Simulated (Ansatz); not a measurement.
# GdP: the crystal squeezed far

How does GdP (rocksalt type) answer strong compression, and how long do frozen cores keep up with all electrons? Methods of the runs shown: LAPW and crystal datasets. Companion runs by PAW are cited. Its runs: the reference run (LAPW); volume scaled by 1 (crystal datasets); volume scaled by 0.9 (LAPW); volume scaled by 0.8 (LAPW and crystal datasets); volume scaled by 0.7 (LAPW); volume scaled by 0.6 (LAPW); volume scaled by 0.5 (LAPW); volume scaled by 0.4 (LAPW and crystal datasets).

Computed with Ansatz 0.2.0 (DFT PBEsol, with the methods named in each step, unless a step's input says otherwise).

3 further runs of the same task are left out: 3 that didn't finish.

## (1) The structure to begin with

Symmetry: Fm-3m, No. 225, cubic system. The conventional cell has a = 5.652 Å, b = 5.652 Å, c = 5.652 Å, α = 90.00°, β = 90.00°, γ = 90.00°. Around Gd (site symmetry m-3m) lie 6 P at 2.83 Å. P (site symmetry m-3m) is surrounded by 6 Gd at 2.83 Å.

Coordinates:

```xyz
2
Lattice="0.0000 2.8262 2.8262 2.8262 0.0000 2.8262 2.8262 2.8262 0.0000" Properties=species:S:1:pos:R:3 pbc="T T T"
Gd    0.0000    0.0000    0.0000
P     2.8262    2.8262    2.8262
```

Whether this phase is the stable one at these pressures isn't tested.

Atoms are numbered in the order of the input: Gd1, P2.

## (2) The reference volume, LAPW

The input, input.yaml:

```yaml
crystal:
  lattice:
    - [0.0, 2.8262210076, 2.8262210076]
    - [2.8262210076, 0.0, 2.8262210076]
    - [2.8262210076, 2.8262210076, 0.0]
  atoms:
    - { symbol: Gd, position: [0.0, 0.0, 0.0], spin: 7.0 }
    - { symbol: P, position: [0.5, 0.5, 0.5] }
magnetization:
  spin_polarized: true
kpoints:
  mp_grid: { grid: [13, 13, 13] }
  band_path:
    path:
      - [0.0, 0.0, 0.0]
      - [0.5, 0.0, 0.5]
      - [0.625, 0.25, 0.625]
      - [0.375, 0.375, 0.75]
      - [0.0, 0.0, 0.0]
      - [0.5, 0.5, 0.5]
      - [0.5, 0.25, 0.75]
      - [0.5, 0.0, 0.5]
    npoints: 14
scf:
  occupations: { method: fermi_dirac, width: 0.05 }
hamiltonian:
  xc: pbesol
  pseudopotentials: { kind: all_electron, lapw: { basis_error: 0.001 } }
output:
  forces: true
  stress: true
  eigenvalues: true
  populations: true
  dos: { projected: true, de: 0.2, e_range: [-14, 8] }
```

On the command line:

```
$ ansatz run input.yaml --threads 1 --pin off --max-ram 3072MiB --backend cpu --events-out ev --progress --plain --runs-dir out
```

## (3) Volume scaled by 1, crystal datasets

The input, input.yaml:

```yaml
crystal:
  lattice:
    - [0.0, 2.8262210076, 2.8262210076]
    - [2.8262210076, 0.0, 2.8262210076]
    - [2.8262210076, 2.8262210076, 0.0]
  atoms:
    - { symbol: Gd, position: [0.0, 0.0, 0.0], spin: 7.0 }
    - { symbol: P, position: [0.5, 0.5, 0.5] }
magnetization:
  spin_polarized: true
kpoints:
  mp_grid: { grid: [13, 13, 13] }
scf:
  occupations: { method: fermi_dirac, width: 0.05 }
hamiltonian:
  xc: pbesol
  pseudopotentials: { kind: all_electron, datasets: crystal }
output:
  forces: true
  stress: true
  eigenvalues: true
```

## (4) Volume scaled by 0.9, LAPW

The input, input.yaml:

```yaml
crystal:
  lattice:
    - [0.0, 2.7286863814, 2.7286863814]
    - [2.7286863814, 0.0, 2.7286863814]
    - [2.7286863814, 2.7286863814, 0.0]
  atoms:
    - { symbol: Gd, position: [0.0, 0.0, 0.0], spin: 7.0 }
    - { symbol: P, position: [0.5, 0.5, 0.5] }
magnetization:
  spin_polarized: true
kpoints:
  mp_grid: { grid: [13, 13, 13] }
scf:
  occupations: { method: fermi_dirac, width: 0.05 }
hamiltonian:
  xc: pbesol
  pseudopotentials: { kind: all_electron, lapw: { basis_error: 0.001 } }
output:
  forces: true
  stress: true
  eigenvalues: true
  populations: true
```

## (5) Volume scaled by 0.8, LAPW

input.yaml: that of step 4 with these lines changed.

```diff
@@ -2,5 +2,5 @@
   lattice:
-    - [0.0, 2.7286863814, 2.7286863814]
-    - [2.7286863814, 0.0, 2.7286863814]
-    - [2.7286863814, 2.7286863814, 0.0]
+    - [0.0, 2.623631174, 2.623631174]
+    - [2.623631174, 0.0, 2.623631174]
+    - [2.623631174, 2.623631174, 0.0]
   atoms:
```

## (6) Volume scaled by 0.8, crystal datasets

input.yaml: that of step 5 with these lines changed.

```diff
@@ -16,3 +16,3 @@
   xc: pbesol
-  pseudopotentials: { kind: all_electron, lapw: { basis_error: 0.001 } }
+  pseudopotentials: { kind: all_electron, datasets: crystal }
 output:
@@ -21,2 +21 @@
   eigenvalues: true
-  populations: true
```

## (7) Volume scaled by 0.7, LAPW

The input, input.yaml:

```yaml
crystal:
  lattice:
    - [0.0, 2.5094129424, 2.5094129424]
    - [2.5094129424, 0.0, 2.5094129424]
    - [2.5094129424, 2.5094129424, 0.0]
  atoms:
    - { symbol: Gd, position: [0.0, 0.0, 0.0], spin: 7.0 }
    - { symbol: P, position: [0.5, 0.5, 0.5] }
magnetization:
  spin_polarized: true
kpoints:
  mp_grid: { grid: [13, 13, 13] }
  band_path:
    path:
      - [0.0, 0.0, 0.0]
      - [0.5, 0.0, 0.5]
      - [0.625, 0.25, 0.625]
      - [0.375, 0.375, 0.75]
      - [0.0, 0.0, 0.0]
      - [0.5, 0.5, 0.5]
      - [0.5, 0.25, 0.75]
      - [0.5, 0.0, 0.5]
    npoints: 8
scf:
  occupations: { method: fermi_dirac, width: 0.05 }
hamiltonian:
  xc: pbesol
  pseudopotentials: { kind: all_electron, lapw: { basis_error: 0.001 } }
output:
  forces: true
  stress: true
  eigenvalues: true
  populations: true
  dos: { projected: true, de: 0.2, e_range: [-14, 8] }
```

## (8) Volume scaled by 0.6, LAPW

input.yaml: that of step 7 with these lines changed.

```diff
@@ -2,5 +2,5 @@
   lattice:
-    - [0.0, 2.5094129424, 2.5094129424]
-    - [2.5094129424, 0.0, 2.5094129424]
-    - [2.5094129424, 2.5094129424, 0.0]
+    - [0.0, 2.3837271172, 2.3837271172]
+    - [2.3837271172, 0.0, 2.3837271172]
+    - [2.3837271172, 2.3837271172, 0.0]
   atoms:
```

## (9) Volume scaled by 0.5, LAPW

The input, input.yaml:

```yaml
crystal:
  lattice:
    - [0.0, 2.2431731003, 2.2431731003]
    - [2.2431731003, 0.0, 2.2431731003]
    - [2.2431731003, 2.2431731003, 0.0]
  atoms:
    - { symbol: Gd, position: [0.0, 0.0, 0.0], spin: 7.0 }
    - { symbol: P, position: [0.5, 0.5, 0.5] }
magnetization:
  spin_polarized: true
kpoints:
  mp_grid: { grid: [13, 13, 13] }
scf:
  occupations: { method: fermi_dirac, width: 0.05 }
hamiltonian:
  xc: pbesol
  pseudopotentials: { kind: all_electron, lapw: { basis_error: 0.001 } }
output:
  forces: true
  stress: true
  eigenvalues: true
  populations: true
```

## (10) Volume scaled by 0.4, LAPW

input.yaml: that of step 9 with these lines changed.

```diff
@@ -2,5 +2,5 @@
   lattice:
-    - [0.0, 2.2431731003, 2.2431731003]
-    - [2.2431731003, 0.0, 2.2431731003]
-    - [2.2431731003, 2.2431731003, 0.0]
+    - [0.0, 2.0823774428, 2.0823774428]
+    - [2.0823774428, 0.0, 2.0823774428]
+    - [2.0823774428, 2.0823774428, 0.0]
   atoms:
@@ -12,2 +12,13 @@
   mp_grid: { grid: [13, 13, 13] }
+  band_path:
+    path:
+      - [0.0, 0.0, 0.0]
+      - [0.5, 0.0, 0.5]
+      - [0.625, 0.25, 0.625]
+      - [0.375, 0.375, 0.75]
+      - [0.0, 0.0, 0.0]
+      - [0.5, 0.5, 0.5]
+      - [0.5, 0.25, 0.75]
+      - [0.5, 0.0, 0.5]
+    npoints: 8
 scf:
@@ -22 +33,2 @@
   populations: true
+  dos: { projected: true, de: 0.2, e_range: [-14, 8] }
```

## (11) Volume scaled by 0.4, crystal datasets

The input, input.yaml:

```yaml
crystal:
  lattice:
    - [0.0, 2.0823774428, 2.0823774428]
    - [2.0823774428, 0.0, 2.0823774428]
    - [2.0823774428, 2.0823774428, 0.0]
  atoms:
    - { symbol: Gd, position: [0.0, 0.0, 0.0], spin: 7.0 }
    - { symbol: P, position: [0.5, 0.5, 0.5] }
magnetization:
  spin_polarized: true
kpoints:
  mp_grid: { grid: [13, 13, 13] }
scf:
  occupations: { method: fermi_dirac, width: 0.05 }
hamiltonian:
  xc: pbesol
  pseudopotentials: { kind: all_electron, datasets: crystal }
output:
  forces: true
  stress: true
  eigenvalues: true
```

(Steps that only read results are left out.)

Q: Predict the outcome of this session. Wanted: LAPW pressure at 0.4 of the volume; PAW pressure at 0.4 of the volume; crystal datasets pressure at 0.4 of the volume; fitted bulk modulus at zero pressure.

The runs gave:

| quantity | value |
| --- | --- |
| LAPW pressure at 0.4 of the volume | 366.9 GPa |
| PAW pressure at 0.4 of the volume | 366.3 GPa |
| PAW (cutoff 600 eV) pressure at 0.4 of the volume | 366.2 GPa |
| crystal datasets pressure at 0.4 of the volume | 366.9 GPa |
| fitted bulk modulus at zero pressure (LAPW) | 90 GPa |
| its pressure derivative | 3.54 |

In words: At 0.4 of the starting volume LAPW gives 367 GPa. A third-order Birch-Murnaghan curve fits the range only roughly (B₀ = 90 GPa, B′ = 3.54, misfit at most 1.85 GPa). A fit over so wide a range leans to the high pressures, so B₀ can be off by several per cent. Where LAPW's pressure is over 3 GPa, PAW's departs from it by at most 0.2 %, at 0.4 of the volume. The largest moment goes from 7.00 to 6.36 μB. The ions are at rest, and the electrons smeared by 0.05 eV. The magnetic state is the one reached from the start moments in this cell; it needn't be the ground state. Spin-orbit coupling is left out, though the cell holds Gd; in elements this heavy it can shift bands and gaps by tenths of an eV. With one magnetic atom in the cell only ferromagnetic order fits; the real order can differ.
